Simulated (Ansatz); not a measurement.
# C₃H₅ClSi: up Jacob's ladder to CCSD(T)

The task here is to estimate one member of a computed series from the others.

Computed with Ansatz 0.2.0, Gaussian basis. Level: functionals in def2-TZVPP, the program's frozen cores in correlated methods.

The runs, in order: PBE-D4, r2SCAN-D4, PBE0-D4, B3LYP-D4, ωB97X-V, ωB97M-V, B2PLYP; CCSD(T)/def2-TZVPP; MP2/def2-QZVPP; extrapolation to the limit.

### The relaxed structure

The geometry comes from an earlier relaxation with PBE0-D4 in a triple-zeta def2 set; it is a stationary point, not always the lowest conformer.

10 atoms, charge 0, spin multiplicity 1.

Atoms are counted from 1 here; the program's logs count them from 0.

Bond lengths: C1–C2 1.206 Å, C1–H6 1.066 Å, C2–Si3 1.820 Å, Si3–C4 1.881 Å, Si3–H7 1.486 Å, Si3–H8 1.481 Å, C4–Cl5 1.783 Å, C4–H9 1.090 Å, C4–H10 1.091 Å. Angles: C2–C1–H6 179.8°, C1–C2–Si3 179.5°, C2–Si3–C4 109.8°, C2–Si3–H7 109.0°, C2–Si3–H8 109.9°, C4–Si3–H7 108.5°, C4–Si3–H8 109.6°, H7–Si3–H8 110.0°, Si3–C4–Cl5 110.4°, Si3–C4–H9 111.5°, Si3–C4–H10 111.0°, Cl5–C4–H9 107.7°, Cl5–C4–H10 107.7°, H9–C4–H10 108.4°.

Set-up of the first run:

Contents of in.yaml:

```yaml
crystal:
  periodic: [false, false, false]
  atoms:
    - {symbol: C, position_ang: [-2.236863, -0.132162, 1.314681]}
    - {symbol: C, position_ang: [-1.187674, -0.402591, 0.785826]}
    - {symbol: Si, position_ang: [0.402601, -0.797492, -0.006971]}
    - {symbol: C, position_ang: [1.171896, 0.769656, -0.707348]}
    - {symbol: Cl, position_ang: [0.145349, 1.440540, -2.001227]}
    - {symbol: H, position_ang: [-3.166535, 0.107089, 1.778431]}
    - {symbol: H, position_ang: [1.325448, -1.360964, 1.013033]}
    - {symbol: H, position_ang: [0.191489, -1.778030, -1.097183]}
    - {symbol: H, position_ang: [1.282936, 1.536801, 0.059562]}
    - {symbol: H, position_ang: [2.154353, 0.565853, -1.135806]}
basis:
  gaussian: {orbitals: def2-TZVPP}
hamiltonian: {xc: pbe, dispersion: d4}
output: {forces: true, orbitals: {seedname: orbitals}}
```

Run with:

```bash
ansatz run in.yaml --threads 4 --pin off --events-out ev --progress --plain --max-ram 10444MiB
```

Steps of the session up to this table: PBE-D4 (GGA); r2SCAN-D4 (meta-GGA); PBE0-D4 (hybrid); B3LYP-D4 (hybrid); ωB97X-V (range-separated); ωB97M-V (range-separated); B2PLYP (double hybrid); CCSD(T) in def2-TZVPP; MP2 in def2-QZVPP.

One table of the session follows, with a row left open; its other results are not shown here.

| method | atomisation energy (kJ/mol) |
| --- | --- |
| PBE-D4 | 3850.9 |
| r2SCAN-D4 | 3782.3 |
| PBE0-D4 | 3787.7 |
| B3LYP-D4 | ? |
| ωB97X-V | 3777.6 |
| ωB97M-V | 3786.0 |
| B2PLYP | 3736.0 |
| HF/def2-TZVPP | 2781.8 |
| MP2/def2-TZVPP | 3752.4 |
| CCSD/def2-TZVPP | 3609.9 |
| CCSD(T)/def2-TZVPP | 3674.4 |
| MP2/CBS | 3853.0 |
| CCSD(T)/CBS | 3775.0 |

**Question.** Estimate the row for B3LYP-D4.

**Answer.** atomisation energy (kJ/mol): 3766.4. In the column «atomisation energy (kJ/mol)» it lies between MP2/def2-TZVPP (3752.4) and CCSD(T)/CBS (3775.0).
